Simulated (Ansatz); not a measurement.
# InH₅S: ionisation energy by level of theory

The task here is to estimate one member of a computed series from the others.

Program: Ansatz 0.2.0, Gaussian basis. Level of theory: unrestricted cation, the program's frozen cores in correlated methods. These are calculated values, not measurements.

The runs, in order: UKS PBE-D4/def2-TZVPP; UKS r2SCAN-D4/def2-TZVPP; UKS PBE0-D4/def2-TZVPP; UKS B3LYP-D4/def2-TZVPP; UKS wB97X-V/def2-TZVPP; UKS wB97M-V/def2-TZVPP; UKS B2PLYP/def2-TZVPP; UHF-CCSD(T)/def2-TZVPP; UHF-MP2/def2-QZVPP; extrapolation to the limit; then −ε(HOMO) from the neutral's earlier runs with LDA (SPW92), PBE-D4, revPBE-D4, BLYP-D4, r2SCAN-D4, B97M-V, PBE0-D4, B3LYP-D4, r2SCANh-D4, r2SCAN0-D4, HSE06-D4, BHLYP-D4, CAM-B3LYP-D4, LC-ωPBE, ωB97X-V, ωB97M-V.

### The relaxed structure

The geometry comes from an earlier relaxation with PBE0-D4 in a triple-zeta def2 set; it is a stationary point, not always the lowest conformer. In takes the def2 core potential; no spin-orbit term is included.

SMILES `[SH2+][InH3-]`, 7 atoms, charge 0, spin multiplicity 1.

Atoms are counted from 1 here; the program's logs count them from 0.

Bond lengths: S1–In2 2.849 Å, S1–H3 1.343 Å, S1–H4 1.343 Å, In2–H5 1.729 Å, In2–H6 1.733 Å, In2–H7 1.729 Å. Angles: In2–S1–H3 95.5°, In2–S1–H4 95.5°, H3–S1–H4 92.6°, S1–In2–H5 94.1°, S1–In2–H6 94.5°, S1–In2–H7 94.1°, H5–In2–H6 119.1°, H5–In2–H7 120.0°, H6–In2–H7 119.2°.

The first run:

Input file in.yaml:

```yaml
crystal:
  periodic: [false, false, false]
  atoms:
    - {symbol: S, position_ang: [-0.379647, -1.610209, -0.267932]}
    - {symbol: In, position_ang: [0.279121, 1.161792, -0.273934]}
    - {symbol: H, position_ang: [-1.326513, -1.515586, 0.680176]}
    - {symbol: H, position_ang: [0.562110, -1.963718, 0.621963]}
    - {symbol: H, position_ang: [-1.176595, 1.632978, -1.079160]}
    - {symbol: H, position_ang: [0.366747, 1.285536, 1.452086]}
    - {symbol: H, position_ang: [1.735976, 0.941208, -1.178797]}
basis:
  gaussian: {orbitals: def2-TZVPP}
total_charge: 1
magnetization: {spin_polarized: true, initial_magnetization: 1}
hamiltonian: {xc: pbe, dispersion: d4}
```

Run with:

```console
ansatz run in.yaml --threads 4 --pin off --events-out ev --progress --plain --max-ram 10444MiB
```

Steps of the session up to this table: Cation, UKS PBE-D4/def2-TZVPP; Cation, UKS r2SCAN-D4/def2-TZVPP; Cation, UKS PBE0-D4/def2-TZVPP; Cation, UKS B3LYP-D4/def2-TZVPP; Cation, UKS wB97X-V/def2-TZVPP; Cation, UKS wB97M-V/def2-TZVPP; Cation, UKS B2PLYP (frozen core)/def2-TZVPP; Cation, UHF-CCSD(T)/def2-TZVPP; Cation, UHF-MP2/def2-QZVPP.

One of the session's tables, all rows but one given; the rest of the session is left out.

For comparison, −ε(HOMO) of the neutral from earlier runs:

| functional | −ε(HOMO) (eV) |
| --- | --- |
| LDA (SPW92) | 6.52 |
| PBE-D4 | 6.44 |
| revPBE-D4 | ? |
| BLYP-D4 | 6.35 |
| r2SCAN-D4 | 6.74 |
| B97M-V | 6.82 |
| PBE0-D4 | 7.62 |
| B3LYP-D4 | 7.45 |
| r2SCANh-D4 | 7.17 |
| r2SCAN0-D4 | 7.82 |
| HSE06-D4 | 7.22 |
| BHLYP-D4 | 8.75 |
| CAM-B3LYP-D4 | 9.00 |
| LC-ωPBE | 10.36 |
| ωB97X-V | 10.02 |
| ωB97M-V | 9.84 |

Estimate the missing values for revPBE-D4.

As computed: −ε(HOMO) (eV): 6.41. In the column «−ε(HOMO) (eV)» it lies between BLYP-D4 (6.35) and PBE-D4 (6.44).
